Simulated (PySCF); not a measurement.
**[Tb(H2CO)]3+: other functionals and bases at one geometry**

Aim: see how levels, charges and forces of [Tb(H2CO)]3+ depend on the level of theory. It is a constructed species; whether it can be made isn't addressed.

The runs use PySCF 2.14.0; several levels, as the steps say, no spin–orbit coupling.

1 further run of the same task is left out (for a known fault of the program).

### 1 Starting geometry

5 atoms, charge 3, spin multiplicity 1.

Bond lengths: Tb1–O2 2.079 Å, O2–C3 1.269 Å, C3–H4 1.114 Å, C3–H5 1.114 Å. Angles: Tb1–O2–C3 180.0°, O2–C3–H4 119.2°, O2–C3–H5 119.2°, H4–C3–H5 121.6°.

Coordinates:

```xyz
5
charge 3, multiplicity 1
Tb    0.0000    0.0000   -0.1968
O     0.0000    0.0000    1.8818
C     0.0000    0.0000    3.1504
H     0.9721    0.0000    3.6937
H    -0.9721    0.0000    3.6937
```

Formal oxidation states: Tb +3. Each metal's 8 4f electrons lie in its core potential, so multiplicities, spins and levels count the valence alone. An earlier session relaxed this geometry at PBE0, Tb lcecp-1-SVP with ECP54, O def2-SVP, C def2-SVP, H def2-SVP (singlet, point group C2v).

At PBE0 on the finer grid: E = -149.477306 Eh, HOMO -25.29 eV, LUMO -19.54 eV, Mulliken charge on Tb1 +2.45 e, largest force component 0.002 eV/Å. 

Levels to run: B3LYP; wB97X; PBE0, TZVP. Hardware: 2 threads of Arm Neoverse N1, shared host.

### 2 B3LYP

Contents of run.py (the lines that set the calculation):

```python
mol = gto.M(atom='''
Tb     0.00000     0.00000    -0.19681
O      0.00000     0.00000     1.88179
C      0.00000     0.00000     3.15036
H      0.97209     0.00000     3.69374
H     -0.97209     0.00000     3.69374''',
    basis={'Tb': 'lcecp-1-SVP', 'O': 'def2-SVP', 'C': 'def2-SVP', 'H': 'def2-SVP'},
    ecp={'Tb': 'lcecp-1-SVP'},
    charge=3, spin=0)
mf = dft.RKS(mol, xc='B3LYP')
mf.grids.atom_grid = (75, 302)  # f atoms: unpruned, at least (60, 302)
mf = mf.density_fit()  # fitting sets: Tb AutoAux, O def2-universal-JKFIT, C def2-universal-JKFIT, H def2-universal-JKFIT
mf.conv_tol = 1e-08; mf.max_cycle = 55
mf.kernel(dm0)  # dm0: the density of the relaxed state
```

Command:

```bash
> OMP_NUM_THREADS=2 python run.py
```

### 3 wB97X

Changes to run.py (the lines that set the calculation) since step 2:

```diff
@@ -9,3 +9,3 @@
     charge=3, spin=0)
-mf = dft.RKS(mol, xc='B3LYP')
+mf = dft.RKS(mol, xc='WB97X')
 mf.grids.atom_grid = (75, 302)  # f atoms: unpruned, at least (60, 302)
```

### 4 PBE0, TZVP

Basis: Tb lcecp-1-TZVP with ECP54, O def2-TZVP, C def2-TZVP, H def2-TZVP. 

Contents of run.py (the lines that set the calculation):

```python
mol = gto.M(atom='''
Tb     0.00000     0.00000    -0.19681
O      0.00000     0.00000     1.88179
C      0.00000     0.00000     3.15036
H      0.97209     0.00000     3.69374
H     -0.97209     0.00000     3.69374''',
    basis={'Tb': 'lcecp-1-TZVP', 'O': 'def2-TZVP', 'C': 'def2-TZVP', 'H': 'def2-TZVP'},
    ecp={'Tb': 'lcecp-1-TZVP'},
    charge=3, spin=0)
mf = dft.RKS(mol, xc='PBE0')
mf.grids.atom_grid = (75, 302)  # f atoms: unpruned, at least (60, 302)
mf = mf.density_fit()  # fitting sets: Tb AutoAux, O def2-universal-JKFIT, C def2-universal-JKFIT, H def2-universal-JKFIT
mf.conv_tol = 1e-08; mf.max_cycle = 55
mf.kernel(dm0)  # dm0: free metal ions and neutral atoms
```

**Question.** What will these runs give? Wanted: for each run, HOMO; gap; charge on Tb1; dipole; largest force.

As calculated:

| level | state | HOMO (eV) | gap (eV) | charge on Tb1 (e) | dipole (D) | largest force (eV/Å) | basis functions | time |
| --- | --- | --- | --- | --- | --- | --- | --- | --- |
| PBE0 (relaxed here) | singlet | -25.29 | 5.75 | 2.45 | 4.87 | 0.00 | 71 | 8.4 s |
| B3LYP | singlet | -25.09 | 5.23 | 2.42 | 4.97 | 0.34 | 71 | 3.6 s |
| wB97X | singlet | -27.56 | 10.56 | 2.47 | 4.49 | 0.30 | 71 | 4.6 s |
| PBE0, TZVP | singlet | -25.25 | 5.78 | 2.52 | 4.93 | 0.39 | 121 | 11 s |

Times are on 2 threads of Arm Neoverse N1, shared host; the first row also made further properties. The dipole of a charged species depends on the origin, so these sizes hold for this origin alone.

In one basis the HOMO–LUMO gap runs from 5.23 eV (B3LYP) to 10.56 eV (wB97X). The largest leftover force, 0.39 eV/Å with PBE0, TZVP, stands at a geometry relaxed at another level. The Mulliken charge on Tb spans +2.42 to +2.52 e over the levels. With 4f in the core, its levels are missing from HOMO and gap. Total energies of different levels can't be compared. Spin–orbit coupling is left out throughout.
